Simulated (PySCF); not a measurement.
# BeCl3H: the cost of one run

Programs: PySCF 2.14.0. All values are calculated, for the isolated system unless a continuum is named. Atoms count from 0, parts from 1.

## 1. Starting point

5 atoms, charge 0, multiplicity 1; geometry: GFN2-xTB. Parts: 1 = atoms 0–2, `[Cl][Be][Cl]`, charge 0; 2 = atoms 3–4, `Cl`, charge 0.

## 2. Geometry optimisation at PBE0-D3(BJ)/def2-TZVPD

What the job is given:

```
{"job": {"xc": "PBE0", "basis": "def2-TZVPD", "d3": "d3bj", "grid": 3, "kind": "geom", "shake": 0.01}, "charge": 0, "multiplicity": 1, "parts": [{"atoms": "0-2", "charge": 0, "multiplicity": 1}, {"atoms": "3-4", "charge": 0, "multiplicity": 1}]}
Cl     1.375396    -1.159905    -0.712458
Be     0.267548     0.290012    -0.598729
Cl    -1.054353     1.258611     0.176439
Cl     0.918827     1.628874    -2.468024
H      0.157361     2.670278    -2.489083
```

Run with:

```console
OMP_NUM_THREADS=1 python cluster_run.py task.json out
```

This one command runs all jobs of the session in turn.

**Question.** How long does this first job take on 1 thread of Arm Neoverse N1, shared host, and how much memory does it need?

About 96 s, with a peak of 0.63 GiB.
